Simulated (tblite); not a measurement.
# C2H10N2OSi3: the cost of one run

The runs use tblite 0.8.0 and PySCF 2.14.0, with density-fitted response routines of our own; the level of theory stands in each step. All values are computed, except where a source is named. Atoms are numbered from 0 throughout.

**1. The starting structure**

18 atoms, charge 0, multiplicity 1; geometry from: force field or distance geometry start.

Bonds of the start (Å): N0–Si1 1.77, Si1–O2 1.74, O2–Si3 1.69, Si3–C4 1.83, C4–C5 1.32, C5–Si6 1.87, Si6–N7 1.82, N7–Si3 1.79, N0–H8 1.03, N0–H9 1.07, Si1–H10 1.47, Si1–H11 1.50, Si3–H12 1.45, C4–H13 1.09, C5–H14 1.08, Si6–H15 1.45, Si6–H16 1.45, N7–H17 1.03.

**2. Optimising the geometry with GFN2-xTB**

The job: settings as JSON, then the geometry in Å.

```
{"job": {"kind": "relax", "xc": "GFN2-xTB", "basis": "xTB"}, "charge": 0, "multiplicity": 1}
N     -2.512400     1.260100     0.285400
Si    -2.604200    -0.503400     0.386000
O     -1.079500    -1.223500     0.807400
Si     0.101300    -0.410500    -0.096200
C      1.305500    -1.525900    -0.894500
C      2.506600    -0.999200    -1.025300
Si     2.538100     0.724700    -0.301000
N      1.180300     0.616700     0.904100
H     -1.955800     1.628000    -0.494600
H     -3.488200     1.688800     0.158500
H     -3.079600    -1.090600    -0.878200
H     -3.585300    -0.811900     1.472900
H     -0.438000     0.447500    -1.135800
H      1.065300    -2.522900    -1.258700
H      3.357700    -1.495300    -1.479000
H      3.808800     1.013100     0.339400
H      2.113700     1.679200    -1.312400
H      0.757400     1.531500     1.103400
```

On the command line:

```
OMP_NUM_THREADS=1 python probes_run.py task.json out
```

The driver reads the jobs from task.json and runs them one after another.

Q: Estimate the wall time and peak memory of this first job on 1 thread of Arm Neoverse N1, shared host.

About 3 s, with a peak of 0.18 GiB.
